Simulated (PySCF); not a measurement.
# Tl(OH)3: other functionals and bases at one geometry

The task here is to estimate one member of a computed series from the others.

Program: PySCF 2.14.0. Level of theory: several levels, as the steps say, no spin–orbit coupling. These are calculated values, not measurements.

4 further runs of the same task are left out: 1 for a known fault of the program, 2 that didn't finish, 1 set aside as unsound or not needed.

**Starting geometry**

7 atoms, charge 0, spin multiplicity 1.

Bond lengths: Tl1–O2 2.084 Å, Tl1–O4 2.113 Å, Tl1–O6 2.077 Å, O2–H3 0.971 Å, O4–H5 0.970 Å, O6–H7 0.971 Å. Angles: O2–Tl1–O4 125.6°, O2–Tl1–O6 123.8°, O4–Tl1–O6 110.6°, Tl1–O2–H3 106.0°, Tl1–O4–H5 107.9°, Tl1–O6–H7 104.6°.

Geometry (Å):

```xyz
7
charge 0, multiplicity 1
Tl    0.65625   -0.02054    0.18566
O    -0.43232   -0.00528    1.96291
H    -1.36627    0.05193    1.70362
O    -0.16599    0.01200   -1.76093
H    -1.13252   -0.01159   -1.67706
O     2.73181   -0.05252    0.10301
H     2.93904   -0.06211   -0.84600
```

Formal oxidation states: Tl +3. An earlier session relaxed this geometry at r2SCAN, Tl def2-SVP with ECP60, O def2-SVP, H def2-SVP (singlet, point group C1).

At r2SCAN on the finer grid: E = -399.728979 Eh, HOMO -6.87 eV, LUMO -3.57 eV, Mulliken charge on Tl1 +0.73 e, largest force component 0.026 eV/Å. 

Levels to run: BP86; revPBE; TPSS; BLYP; r2SCAN, TZVP; r2SCAN, x2c-SVP. Hardware: 2 threads of AMD EPYC 7R43 (Zen 3), shared host.

The first run:

run.py (the lines that set the calculation) reads:

```python
mol = gto.M(atom='''
Tl     0.65625    -0.02054     0.18566
O     -0.43232    -0.00528     1.96291
H     -1.36627     0.05193     1.70362
O     -0.16599     0.01200    -1.76093
H     -1.13252    -0.01159    -1.67706
O      2.73181    -0.05252     0.10301
H      2.93904    -0.06211    -0.84600''',
    basis={'Tl': 'def2-SVP', 'O': 'def2-SVP', 'H': 'def2-SVP'},
    ecp={'Tl': 'def2-SVP'},
    charge=0, spin=0)
mf = dft.RKS(mol, xc='B88,P86')
mf.grids.atom_grid = (75, 302)
mf = mf.density_fit()  # fitting sets: Tl def2-universal-JKFIT, O def2-universal-JKFIT, H def2-universal-JKFIT
mf.conv_tol = 1e-08; mf.max_cycle = 55
mf.kernel(dm0)  # dm0: the density of the relaxed state
```

Started as:

```console
$ OMP_NUM_THREADS=2 python run.py
```

Among the steps run: BP86; revPBE; TPSS; BLYP; r2SCAN, TZVP; r2SCAN, x2c-SVP.

One of the session's tables, all rows but one given; the rest of the session is left out.

| level | HOMO (eV) | gap (eV) | charge on Tl1 (e) | dipole (D) | largest force component (eV/Å) |
| --- | --- | --- | --- | --- | --- |
| r2SCAN (relaxed here) | -6.87 | 3.30 | 0.73 | 2.69 | 0.03 |
| BP86 | -6.55 | 2.82 | 0.59 | 2.60 | 0.47 |
| revPBE | -6.37 | 2.83 | 0.62 | 2.55 | 0.59 |
| TPSS | -6.56 | 3.04 | 0.65 | 2.59 | 0.39 |
| BLYP | -6.29 | 2.76 | 0.58 | 2.55 | 0.65 |
| r2SCAN, TZVP | ? | ? | ? | ? | ? |
| r2SCAN, x2c-SVP | -6.84 | 3.26 | 0.81 | 2.67 | 0.33 |

Estimate the missing values for r2SCAN, TZVP.

**Answer.** HOMO (eV): -7.24; gap (eV): 3.41; charge on Tl1 (e): 0.90; dipole (D): 2.55; largest force component (eV/Å): 0.40. In the column «HOMO (eV)» it is the lowest.

In one basis the gap runs from 2.76 eV (BLYP) to 3.30 eV (r2SCAN). The largest leftover force, 0.65 eV/Å with BLYP, stands at a geometry relaxed at another level. Total energies of different levels can't be compared.
